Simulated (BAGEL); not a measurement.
# HF/STO-3G (density fitting with qzvpp-jkfit) run of BSiH4O2F (SMILES OB(F)O[SiH3])

Aim: the vertical ionisation energy of BSiH4O2F at HF/STO-3G (density fitting with qzvpp-jkfit), from 2 runs. 

The calculation is run with BAGEL 1.2.2.

3 further runs of the same task are left out: 2 that didn't finish, 1 set aside as unsound or not needed.

### 1 The structure to begin with

BSiH4O2F has 9 atoms, charge 0, and is taken as a singlet. SMILES: `OB(F)O[SiH3]`. Geometry: relaxed at PBE0-D4/def2-TZVP. This is one conformer, not always the lowest.

Bond lengths: O1–B2 1.359 Å, B2–F3 1.334 Å, B2–O4 1.348 Å, O4–Si5 1.655 Å, O1–H6 0.960 Å, Si5–H7 1.480 Å, Si5–H8 1.484 Å, Si5–H9 1.484 Å. Some angles: O1–B2–F3 120.0°, O1–B2–O4 121.1°, F3–B2–O4 118.9°, B2–O4–Si5 131.9°, B2–O1–H6 113.4°, O4–Si5–H7 106.4°, O4–Si5–H8 110.2°, O4–Si5–H9 110.2°, H7–Si5–H8 110.1°, H7–Si5–H9 110.1°.

### 2 A single-point energy at HF/STO-3G (density fitting with qzvpp-jkfit)

The input, input.json:

```json
{ "bagel": [

{
  "title": "molecule",
  "basis": "sto-3g",
  "df_basis": "qzvpp-jkfit",
  "angstrom": true,
  "geometry": [
    { "atom": "O", "xyz": [      -1.614100,       0.556700,       0.394000 ] },
    { "atom": "B", "xyz": [      -0.395400,       1.157100,       0.352700 ] },
    { "atom": "F", "xyz": [      -0.277300,       2.450800,       0.657900 ] },
    { "atom": "O", "xyz": [       0.708900,       0.466900,       0.006200 ] },
    { "atom": "Si", "xyz": [       0.934200,      -1.114900,      -0.425000 ] },
    { "atom": "H", "xyz": [      -2.322500,       1.149900,       0.654100 ] },
    { "atom": "H", "xyz": [       2.381900,      -1.273900,      -0.690900 ] },
    { "atom": "H", "xyz": [       0.154500,      -1.427600,      -1.647800 ] },
    { "atom": "H", "xyz": [       0.518200,      -2.011000,       0.681800 ] }
  ]
},

{ "title": "hf" },

{ "title": "print", "file": "orbitals.molden", "orbitals": true }

]}
```

Started as:

```
$ BAGEL_NUM_THREADS=1 BAGEL input.json > input.out
```

What it wrote:

```text
* using 1 threads per process

  ===============================================================
  ===============================================================

  *** Geometry ***

  { "atom" : "O", "xyz" : [     -3.050207,      1.052011,      0.744552 ] },
  { "atom" : "B", "xyz" : [     -0.747198,      2.186602,      0.666506 ] },
  { "atom" : "F", "xyz" : [     -0.524021,      4.631341,      1.243251 ] },
  { "atom" : "O", "xyz" : [      1.339627,      0.882313,      0.011716 ] },
  { "atom" : "Si", "xyz" : [      1.765382,     -2.106856,     -0.803134 ] },
  { "atom" : "H", "xyz" : [     -4.388889,      2.172996,      1.236070 ] },
  { "atom" : "H", "xyz" : [      4.501139,     -2.407322,     -1.305612 ] },
  { "atom" : "H", "xyz" : [      0.291963,     -2.697773,     -3.113891 ] },
  { "atom" : "H", "xyz" : [      0.979256,     -3.800239,      1.288415 ] },

  Number of auxiliary basis functions:      506

  Since a DF basis is specified, we compute 2- and 3-index integrals:
    o Being stored without compression. Storage requirement is 0.004 GB

  Number of basis functions:       33
  Number of electrons      :       48

    * METHOD: MOLECULE                             0.18

  *** RHF ***

  === Nuclear Repulsion ===
   222.1062251015

      * DIIS with orbital gradients will be used.

  === RHF iteration (sto-3g) ===
      0       -558.11639428          0.01763883           0.02
      1       -558.21552657          0.00429499           0.02
      2       -558.22092765          0.00085454           0.02
      3       -558.22125540          0.00021141           0.02
      4       -558.22127415          0.00004126           0.02
      5       -558.22127521          0.00001226           0.02
      6       -558.22127532          0.00000325           0.02
      7       -558.22127532          0.00000078           0.02
      8       -558.22127532          0.00000016           0.02
      9       -558.22127532          0.00000004           0.02
     10       -558.22127532          0.00000001           0.02
     11       -558.22127532          0.00000000           0.02
    * SCF iteration converged.

    * Permanent dipole moment:
           (    0.277208,     0.292073,     0.029182) a.u.

    * METHOD: HF                                   0.35

    * METHOD: PRINT                                0.00

  ===============================================================
```

Run time: 0.77 s. Hardware: 1 thread of AMD EPYC 7B13 (Zen 3), shared host; peak memory 0.08 GiB.

### 3 The doublet cation

The input, job.json:

```json
{ "bagel": [

{
  "title": "molecule",
  "basis": "sto-3g",
  "df_basis": "qzvpp-jkfit",
  "angstrom": "true",
  "geometry": [
    { "atom": "O", "xyz": [   -1.614100,    0.556700,    0.394000 ] },
    { "atom": "B", "xyz": [   -0.395400,    1.157100,    0.352700 ] },
    { "atom": "F", "xyz": [   -0.277300,    2.450800,    0.657900 ] },
    { "atom": "O", "xyz": [    0.708900,    0.466900,    0.006200 ] },
    { "atom": "Si", "xyz": [    0.934200,   -1.114900,   -0.425000 ] },
    { "atom": "H", "xyz": [   -2.322500,    1.149900,    0.654100 ] },
    { "atom": "H", "xyz": [    2.381900,   -1.273900,   -0.690900 ] },
    { "atom": "H", "xyz": [    0.154500,   -1.427600,   -1.647800 ] },
    { "atom": "H", "xyz": [    0.518200,   -2.011000,    0.681800 ] }
  ]
},
{
  "title": "uhf",
  "charge": 1,
  "nopen": 1
},
{
  "title": "print",
  "file": "orbitals.molden",
  "orbitals": "true"
}

]}
```

Started as:

```
$ BAGEL_NUM_THREADS=1 BAGEL job.json > job.out
```

What it wrote:

```text
* using 1 threads per process

  ===============================================================
  ===============================================================

  *** Geometry ***

  { "atom" : "O", "xyz" : [     -3.050207,      1.052011,      0.744552 ] },
  { "atom" : "B", "xyz" : [     -0.747198,      2.186602,      0.666506 ] },
  { "atom" : "F", "xyz" : [     -0.524021,      4.631341,      1.243251 ] },
  { "atom" : "O", "xyz" : [      1.339627,      0.882313,      0.011716 ] },
  { "atom" : "Si", "xyz" : [      1.765382,     -2.106856,     -0.803134 ] },
  { "atom" : "H", "xyz" : [     -4.388889,      2.172996,      1.236070 ] },
  { "atom" : "H", "xyz" : [      4.501139,     -2.407322,     -1.305612 ] },
  { "atom" : "H", "xyz" : [      0.291963,     -2.697773,     -3.113891 ] },
  { "atom" : "H", "xyz" : [      0.979256,     -3.800239,      1.288415 ] },

  Number of auxiliary basis functions:      506

  Since a DF basis is specified, we compute 2- and 3-index integrals:
    o Being stored without compression. Storage requirement is 0.004 GB

  Number of basis functions:       33
  Number of electrons      :       48

    * METHOD: MOLECULE                             0.18

  *** Open-shell HF ***

  === Nuclear Repulsion ===
   222.1062251015

      * DIIS with orbital gradients will be used.

  === UHF iteration (sto-3g) ===
      0       -557.78074869          0.03459566           0.04
      1       -557.91165378          0.01105285           0.04
      2       -557.93565933          0.00605659           0.04
      3       -557.94676161          0.00429843           0.04
      4       -557.95605633          0.00125121           0.04
      5       -557.95634139          0.00087866           0.05
      6       -557.95666616          0.00014880           0.04
      7       -557.95677287          0.00010952           0.04
      8       -557.95682134          0.00006393           0.04
      9       -557.95684865          0.00003099           0.04
     10       -557.95684975          0.00001817           0.04
     11       -557.95685194          0.00001016           0.04
     12       -557.95685331          0.00000490           0.04
     13       -557.95685352          0.00000165           0.04
     14       -557.95685353          0.00000032           0.04
     15       -557.95685353          0.00000020           0.04
     16       -557.95685354          0.00000007           0.04
     17       -557.95685354          0.00000005           0.04
     18       -557.95685354          0.00000004           0.04
     19       -557.95685354          0.00000003           0.04
     20       -557.95685354          0.00000003           0.04
     21       -557.95685354          0.00000003           0.04
     22       -557.95685354          0.00000003           0.05
     23       -557.95685354          0.00000002           0.04
     24       -557.95685354          0.00000002           0.04
     25       -557.95685354          0.00000001           0.04
     26       -557.95685354          0.00000001           0.04
    * SCF iteration converged.

    * S^2 (UHF) is 0.7680

    * Permanent dipole moment:
           (   -0.012801,     0.560154,     0.142148) a.u.

    * METHOD: UHF                                  1.25

    * METHOD: PRINT                                0.00

  ===============================================================
```

It took 1.7 s on 1 thread of AMD EPYC 7B13 (Zen 3), shared host; peak memory 0.08 GiB.

### 4 Outcome

Level: HF/STO-3G (density fitting with qzvpp-jkfit).

| quantity | value |
| --- | --- |
| singlet BSiH4O2F: total energy | -558.22128 Eh |
| singlet BSiH4O2F: dipole moment | 1.03 D |
| singlet BSiH4O2F: HOMO energy | -9.45 eV |
| singlet BSiH4O2F: LUMO energy | 10.60 eV |
| singlet BSiH4O2F: HOMO–LUMO gap | 20.05 eV |
| doublet cation: total energy | -557.95685 Eh |
| doublet cation: ⟨S²⟩ | 0.768 |
| vertical ionisation energy (to the doublet cation) | 7.195 eV |

The vertical ionisation energy comes to 7.20 eV (694 kJ/mol). −ε(HOMO) before ionisation, 9.45 eV, is 2.26 eV above this ionisation energy. In a minimal basis such a difference can be off by several eV, whatever the method.
